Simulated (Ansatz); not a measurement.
# CH₇FSi (built from SMILES C[SiH2]F.[H][H]): search for a transition state

Wanted: the transition state of a four-centre ligand exchange (form Si1–H7, F2–H6 and break Si1–F2, H6–H7). The guess is relaxed with those distances held, a saddle search follows, and vibrations and two downhill relaxations check it.

Method: PBE0-D4, def2-SVP first, then def2-TZVP; program: Ansatz 0.2.0, Gaussian basis.

129 further runs of the same task are left out: 1 that didn't finish, 128 set aside as unsound or not needed.

### Step 1. The starting structure

The guess: 10 atoms, charge 0, spin multiplicity 1.

Atoms are counted from 1 here; the program's logs count them from 0.

Bond lengths: Si1–H3 1.456 Å, Si1–H4 1.469 Å, Si1–C5 1.886 Å, C5–H8 1.084 Å, C5–H9 1.084 Å, C5–H10 1.084 Å. Angles: H3–Si1–H4 104.9°, H3–Si1–C5 115.3°, H4–Si1–C5 109.2°, Si1–C5–H8 112.0°, Si1–C5–H9 110.0°, Si1–C5–H10 111.6°, H8–C5–H9 107.3°, H8–C5–H10 108.1°, H9–C5–H10 107.7°.

As a file:

```mol
CH7FSi
  3D, bonds by distance, orders not assigned

 10  6  0  0  0  0  0  0  0  0999 V2000
   -0.4867    0.0611   -0.6027 Si  0  0
    1.3780    0.5324   -1.1552 F   0  0
   -0.4544   -0.7855   -1.7872 H   0  0
   -1.8885    0.4807   -0.4757 H   0  0
    0.0583   -0.7738    0.9986 C   0  0
    0.8616    1.5220   -0.6907 H   0  0
    0.0331    1.8326   -0.2711 H   0  0
   -0.3180   -0.2566    1.8736 H   0  0
   -0.3221   -1.7886    1.0355 H   0  0
    1.1387   -0.8243    1.0749 H   0  0
  1  3  8  0
  1  4  8  0
  1  5  8  0
  5  8  8  0
  5  9  8  0
  5 10  8  0
M  END
```

Distances that are to change: Si1–H7 1.88 Å, F2–H6 1.21 Å, Si1–F2 2.00 Å, H6–H7 0.98 Å.

### Step 2. Constrained relaxation of the guess

Input file hold/in.yaml:

```yaml
crystal:
  periodic: [false, false, false]
  atoms:
    - {symbol: Si, position_ang: [-0.486700, 0.061100, -0.602700]}
    - {symbol: F, position_ang: [1.378000, 0.532400, -1.155200]}
    - {symbol: H, position_ang: [-0.454400, -0.785500, -1.787200]}
    - {symbol: H, position_ang: [-1.888500, 0.480700, -0.475700]}
    - {symbol: C, position_ang: [0.058300, -0.773800, 0.998600]}
    - {symbol: H, position_ang: [0.861600, 1.522000, -0.690700]}
    - {symbol: H, position_ang: [0.033100, 1.832600, -0.271100]}
    - {symbol: H, position_ang: [-0.318000, -0.256600, 1.873600]}
    - {symbol: H, position_ang: [-0.322100, -1.788600, 1.035500]}
    - {symbol: H, position_ang: [1.138700, -0.824300, 1.074900]}
basis:
  gaussian: {orbitals: def2-SVP}
hamiltonian: {xc: pbe0, dispersion: d4}
relax: {f_tol: 0.08, max_steps: 120, escape_saddle: false, constraints: [{distance: [0, 6]}, {distance: [1, 5]}, {distance: [0, 1]}, {distance: [5, 6]}]}
```

Command:

```
ansatz run in.yaml --threads 2 --pin off --events-out ev --progress --plain --max-ram 4352MiB
```

Further steps of the session: Force constants to start from; Saddle search in the small basis; Saddle search in triple zeta; Vibrations at the point found; Relaxing after a step of 0.30 Å one way along the mode; Relaxing after a step of 0.30 Å the other way along the mode.

Q: Predict the outcome of this session. Wanted: imaginary mode; barrier from the start side; barrier from the end side; energy of the step; pairs that change; zero-point energy at the saddle.

The runs gave:

```
                       quantity                                                     value
                 imaginary mode                                                1086i cm⁻¹
    barrier from the start side                                                  2.410 eV
      barrier from the end side                                                  1.339 eV
             energy of the step                                                 +1.071 eV
              pairs that change  Si1–H7 formed, F2–H6 formed, Si1–F2 broken, H6–H7 broken
zero-point energy at the saddle                                                  1.915 eV
```

In words: The point has a single imaginary mode (1086i cm⁻¹), as a transition state must. The two relaxations end on the structures that were planned. At PBE0-D4/def2-TZVP the electronic barrier is 2.410 eV, about 94 kT at 298 K, and the step runs 1.071 eV uphill. The barrier is thin enough for tunnelling; the leading (Wigner) term alone is a factor of 2.1 at 298 K. These are plain relaxations, not an intrinsic reaction coordinate. The ends are the nearest minima, not always the lowest complexes.
